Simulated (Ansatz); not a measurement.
# Bi: the cost of one run

Computed with Ansatz 0.2.0 (DFT LDA, scalar-relativistic, unless a step's input says otherwise).

## Step 1: The starting structure

It takes space group R-3m (No. 166, trigonal). The conventional cell has a = 4.546 Å, b = 4.546 Å, c = 11.862 Å, α = 90.00°, β = 90.00°, γ = 120.00°. Around Bi (site symmetry 3m) lie 6 Bi at 3.07 to 3.53 Å.

Coordinates:

```xyz
2
Lattice="2.2730 1.3123 3.9540 -2.2730 1.3123 3.9540 0.0000 -2.6246 3.9540" Properties=species:S:1:pos:R:3 pbc="T T T"
Bi    0.0000    0.0000    2.7744
Bi    0.0000    0.0000    9.0876
```

Atoms are numbered in the order of the input: Bi1, Bi2.

## Step 2: After the deformation

Space group R-3m before, R-3m after.

## Step 3: LAPW, all electrons

input.yaml

```yaml
crystal:
  lattice:
    - [2.318459672, 1.3385633157, 3.954]
    - [-2.318459672, 1.3385633157, 3.954]
    - [0.0, -2.6771266314, 3.954]
  atoms:
    - { symbol: Bi, position: [0.23389, 0.23389, 0.23389] }
    - { symbol: Bi, position: [0.76611, 0.76611, 0.76611] }
kpoints:
  mp_grid: { grid: [11, 11, 11] }
  band_path:
    path:
      - [0.0, 0.0, 0.0]
      - [0.5, 0.5, 0.5]
      - [0.7569298343, 0.2430701657, 0.5]
      - [0.5, -0.2430701657, 0.2430701657]
      - [0.5, 0.0, 0.0]
      - [0.0, 0.0, 0.0]
      - [0.3715350829, -0.3715350829, 0.0]
      - [0.6284649171, 0.0, 0.3715350829]
      - [0.5, 0.0, 0.5]
    npoints: 5
scf:
  occupations: { method: fermi_dirac, width: 0.03 }
hamiltonian:
  xc: lda
  pseudopotentials: { kind: all_electron, lapw: { basis_error: 0.00025 } }
output:
  forces: true
  stress: true
  eigenvalues: true
```

Started as:

```sh
ansatz run input.yaml --threads 1 --pin off --max-ram 3072MiB --backend cpu --events-out ev --progress --plain --runs-dir out
```

**Question.** How long does this run take on 1 thread of Arm Neoverse V2, shared host, and how much memory does it need?

About 83 s, with a peak of 0.77 GiB.
